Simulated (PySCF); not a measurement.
# How the numerical set-up moves the result for SbSe

The method stays; parts of the set-up, such as the basis or the Hamiltonian, are changed.

The runs use PySCF 2.14.0; each script names its method and basis.

9 further runs of the same task are left out: 2 for a known fault of the program, 7 that didn't finish.

## Step 1: The system as given

SbSe: 2 atoms, charge 0, spin multiplicity 2.

Bond lengths: Sb1–Se2 2.604 Å.

## Step 2: Base script

input.py reads:

```python
from pyscf import gto, scf, mp

mol = gto.M(
    atom='Sb 0 0 0; Se 0 0 2.604',
    basis='def2-svp',
    ecp={'Sb': 'def2-svp'},
    charge=0,
    spin=1,
    verbose=4,
)
mf = scf.UHF(mol)
mf.kernel()
mp.MP2(mf).kernel()
mf.dip_moment()
print('orbital energies (hartree):', [e[max(0, n-3):n+3].round(4) for e, n in zip(mf.mo_energy, mol.nelec)])
```

Launch:

```sh
OMP_NUM_THREADS=1 python input.py
```

Its log is not repeated here.

In short: E(SCF) = -2638.794524 Eh, E(MP2) − E(SCF) = -0.38811 Eh, ⟨S²⟩ = 0.767, μ = 3.74 D (of the SCF density).

The bond length is a typed value, not an optimised one.

## Step 3: Sto-3g (core potential off)

Run 1 changes basis set: def2-svp → sto-3g; core potential: on → off. The core potential changes with it: totals don't compare.

input.py reads:

```python
from pyscf import gto, scf, mp

mol = gto.M(
    atom='Sb 0 0 0; Se 0 0 2.604',
    basis='sto-3g',
    charge=0,
    spin=1,
    verbose=4,
)
mf = scf.UHF(mol)
mf.kernel()
mp.MP2(mf).kernel()
mf.dip_moment()
print('orbital energies (hartree):', [e[max(0, n-3):n+3].round(4) for e, n in zip(mf.mo_energy, mol.nelec)])
```

Launch:

```sh
OMP_NUM_THREADS=1 python input.py
```

## Step 4: Density fitting weigend

Run 2 changes density fitting: none → weigend.

Edit input.py of step 2 so:

```diff
@@ -11,2 +11,3 @@
 mf = scf.UHF(mol)
+mf = mf.density_fit(auxbasis='weigend')
 mf.kernel()
```

## Step 5: Cartesian functions on

Run 3 changes Cartesian functions: off → on.

Edit input.py of step 2 so:

```diff
@@ -8,2 +8,3 @@
     spin=1,
+    cart=True,
     verbose=4,
```

What does the calculation give? Wanted: for each run, E(SCF); from base; gap, α spin; SCF dipole; after the SCF.

The runs gave:

```
                        run  E(SCF) (hartree)  from base (eV)  cycles  gap, α spin (eV)  SCF dipole (D)  functions               after the SCF
                       base      -2638.794524               0      24              6.75            3.74         58  MP2 correlation -10.561 eV
sto-3g (core potential off)      -8624.884219  not comparable      18              7.05            2.61         45   MP2 correlation -2.081 eV
    density fitting weigend      -2611.754585       +735.7942      22              6.75            3.55         58  MP2 correlation -12.604 eV
     Cartesian functions on      -2638.797735         -0.0874      23              6.75            3.71         63  MP2 correlation -11.264 eV
```

In words: Of the runs whose energies can be compared, “density fitting weigend” moves the SCF energy most (+735.794 eV).
